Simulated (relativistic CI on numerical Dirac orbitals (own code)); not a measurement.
**Lu²⁺: 4d photoemission multiplets**

Wanted: the shape of the 4d photoemission spectrum of Lu²⁺ in 4 surroundings, from the same atomic integrals.

The numbers are computed with relativistic CI on numerical Dirac orbitals (own code) version 1 (Dirac-Coulomb-Breit CI, KLI orbitals optimised for each configuration, model QED (radiative potential, 1s self-energy scaled to tabulated hydrogen-like ionisation energies), valence Slater integrals scaled by 0.7, multiplet model of photoemission in the sudden approximation), except any that are marked as measured or tabulated.

## Step 1: The atom as given

| Quantity | Value |
| --- | --- |
| ion | Lu²⁺ (Lu III) |
| nuclear charge | 71 |
| electrons | 69 |
| configurations | [Xe] 4f14 5d → [Kr] 4d9 4f14 5s2 5p6 5d |
| temperature | 300 K |
| widths | Lorentz 3.5 eV, Gauss 0.6 eV |
| surrounding 1 | free ion |
| surrounding 2 | D4h, 10Dq = 23200, Ds = 1240, Dt = 480 cm⁻¹ |
| surrounding 3 | D3d, 10Dq = 17600, Dsigma = -140, Dtau = -140 cm⁻¹ |
| surrounding 4 | D4h, 10Dq = 34000, Ds = 1790, Dt = -550 cm⁻¹ |

## Step 2: Surrounding 1: free ion

The run's settings:

```ini
atom Lu  Z=71  charge=2  electrons=69
nucleus A=175  rms_radius_fm=5.3700
hamiltonian dirac-coulomb  breit=on  qed=on  c_scale=1
orbitals kli  potential=per-configuration
slater_scale 0.7
correlation none
mixing on
configurations
  [Xe] 4f14 5d
  [Kr] 4d9 4f14 5s2 5p6 5d
end
photoemission 4d T=300 lorentz=3.5 gauss=0.6
crystal_field free
```

## Step 3: Surrounding 2: D4h, 10Dq = 23200, Ds = 1240, Dt = 480

Changes to the settings of step 2:

```diff
@@ -12,2 +12,2 @@
 photoemission 4d T=300 lorentz=3.5 gauss=0.6
-crystal_field free
+crystal_field D4h 10Dq=23200 Ds=1240 Dt=480
```

## Step 4: Surrounding 3: D3d, 10Dq = 17600, Dsigma = -140, Dtau = -140

Changes to the settings of step 3:

```diff
@@ -12,2 +12,2 @@
 photoemission 4d T=300 lorentz=3.5 gauss=0.6
-crystal_field D4h 10Dq=23200 Ds=1240 Dt=480
+crystal_field D3d 10Dq=17600 Dsigma=-140 Dtau=-140
```

## Step 5: Surrounding 4: D4h, 10Dq = 34000, Ds = 1790, Dt = -550

Changes to the settings of step 4:

```diff
@@ -12,2 +12,2 @@
 photoemission 4d T=300 lorentz=3.5 gauss=0.6
-crystal_field D3d 10Dq=17600 Dsigma=-140 Dtau=-140
+crystal_field D4h 10Dq=34000 Ds=1790 Dt=-550
```

(Steps that only read results are left out.)

Before running it: what results should come out? Wanted: highest peak, first run; ground spin.

As calculated:

| surrounding | ground S | centroid (eV) | spread (eV) | up to four highest peaks (% of the highest), eV |
| --- | --- | --- | --- | --- |
| 1: free | 0.50 | 225.35 | 4.91 | 221.4 (100), 231.4 (66) |
| 2: D4h | 0.50 | 225.43 | 4.88 | 221.4 (100), 231.4 (68) |
| 3: D3d | 0.50 | 225.43 | 4.88 | 221.4 (100), 231.4 (68) |
| 4: D4h | 0.50 | 225.43 | 4.88 | 221.4 (100), 231.4 (68) |

```
                           quantity     value
            highest peak, first run  221.4 eV
ground spin (effective S from ⟨S²⟩)      0.50
```

What this shows: The highest peak stays in place, within the step of the energy grid, in all surroundings. Energies are those of the free ion without screening by ligands; binding energies in solids differ by tens of eV.
